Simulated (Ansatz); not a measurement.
# CH7AlSSi: the cost of one run

Program: Ansatz 0.2.0. Level of theory: UHF/6-31G*. These are calculated values, not measurements.

## 1. The structure to begin with

Bond lengths: Al1–Si2 2.713 Å, Al1–S3 2.114 Å, Al1–H4 1.787 Å, Al1–C5 1.993 Å, Si2–H6 1.475 Å, Si2–H7 1.464 Å, Si2–H8 1.473 Å, C5–H9 1.097 Å, C5–H10 1.099 Å, C5–H11 1.097 Å. Angles (14 of 18 angles, heavy atoms first): Si2–Al1–S3 97.6°, Si2–Al1–C5 108.9°, S3–Al1–C5 153.5°, Al1–Si2–H6 96.8°, Al1–Si2–H7 140.8°, Al1–Si2–H8 98.9°, Si2–Al1–H4 43.5°, S3–Al1–H4 54.2°, H4–Al1–C5 152.2°, Al1–C5–H9 112.2°, Al1–C5–H10 111.4°, Al1–C5–H11 111.9°, H6–Si2–H7 105.5°, H6–Si2–H8 106.1°.

Structure file:

```xyz
11

Al   -0.6837   -0.3281   -0.7973
Si    0.1964   -0.5448    1.7599
S    -2.1408   -1.8573   -0.7214
H    -1.1193   -1.2859    0.6473
C     0.3532    1.1033   -1.7171
H     1.5849   -0.9215    1.4345
H    -0.1150   -1.2374    3.0117
H     0.2332    0.8855    2.1112
H    -0.2195    2.0345   -1.8126
H     0.6329    0.8036   -2.7363
H     1.2776    1.3482   -1.1799
```

## 2. A restrained relaxation towards end A

Springs on the bonds that form and break draw the guess towards this end; the thresholds are loose.

File input.yaml:

```yaml
crystal:
  periodic: [false, false, false]
  atoms:
    - { symbol: Al, position_ang: [-0.6837, -0.3281, -0.7973] }
    - { symbol: Si, position_ang: [0.1964, -0.5448, 1.7599] }
    - { symbol: S, position_ang: [-2.1408, -1.8573, -0.7214] }
    - { symbol: H, position_ang: [-1.1193, -1.2859, 0.6473] }
    - { symbol: C, position_ang: [0.3532, 1.1033, -1.7171] }
    - { symbol: H, position_ang: [1.5849, -0.9215, 1.4345] }
    - { symbol: H, position_ang: [-0.115, -1.2374, 3.0117] }
    - { symbol: H, position_ang: [0.2332, 0.8855, 2.1112] }
    - { symbol: H, position_ang: [-0.2195, 2.0345, -1.8126] }
    - { symbol: H, position_ang: [0.6329, 0.8036, -2.7363] }
    - { symbol: H, position_ang: [1.2776, 1.3482, -1.1799] }
magnetization:
  spin_polarized: true
basis:
  gaussian: { orbitals: "6-31G*" }
hamiltonian:
  xc: hf
relax:
  f_tol: 0.15
  max_steps: 25
  restrain:
    - { distance: [3, 1], at: 2.72, k: 30.0 }
    - { distance: [0, 1], at: 2.32, k: 30.0 }
    - { distance: [3, 2], at: 1.36, k: 30.0 }
```

Run with:

```bash
$ ansatz run input.yaml --threads 2 --pin off --max-ram 3072MiB --backend cpu --events-out ev --progress --plain --runs-dir out
```

Q: Estimate wall time and peak memory on 2 threads of Intel Xeon 6975P-C (Granite Rapids), shared host.

About 20 s, with a peak of 0.23 GiB.
